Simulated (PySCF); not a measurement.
# C2H7BO3: the cost of one run

Programs: PySCF 2.14.0, with density-fitted response routines of our own. Each step states its level of theory. These are calculated values for one molecule in the gas phase, unless marked as measured. Atoms count from 0, in the outputs and in this text.

## 1. The starting structure

13 atoms, charge 0, multiplicity 1; geometry from: GFN2-xTB. The atoms were then displaced at random by about 0.01 Å, so the start is not that level's minimum.

Bonds of the start (Å): C0–O1 1.44, O1–B2 1.37, B2–O3 1.39, B2–O4 1.35, O4–C5 1.40, C0–H6 1.08, C0–H7 1.12, C0–H8 1.08, O3–H9 0.98, C5–H10 1.09, C5–H11 1.10, C5–H12 1.11.

## 2. Optimising the geometry at PBE0-D3(BJ)/def2-SVP

The job: settings as JSON, then the geometry in Å.

```
{"job": {"xc": "PBE0", "basis": "def2-SVP", "d3": "d3bj", "grid": 1, "shake": 0.01, "kind": "geom"}, "charge": 0, "multiplicity": 1}
C      2.073440    -0.574390    -0.376690
O      0.650190    -0.488100    -0.189170
B     -0.076980     0.649510    -0.404710
O      0.567890     1.816760    -0.799960
O     -1.410500     0.648850    -0.205310
C     -2.097530    -0.496910     0.228780
H      2.270500    -1.091290    -1.307460
H      2.504560     0.454190    -0.444090
H      2.479920    -1.089660     0.480550
H     -0.091510     2.530550    -0.881500
H     -1.998190    -1.305750    -0.494520
H     -1.694180    -0.851740     1.193950
H     -3.171790    -0.218890     0.328570
```

Launch:

```console
$ OMP_NUM_THREADS=1 python probes_run.py task.json out
```

This one command runs all jobs of the session in turn.

**Question.** How long does this first job take on 1 thread of Arm Neoverse V2, shared host, and how much memory does it need?

About 27 s, with a peak of 0.51 GiB.
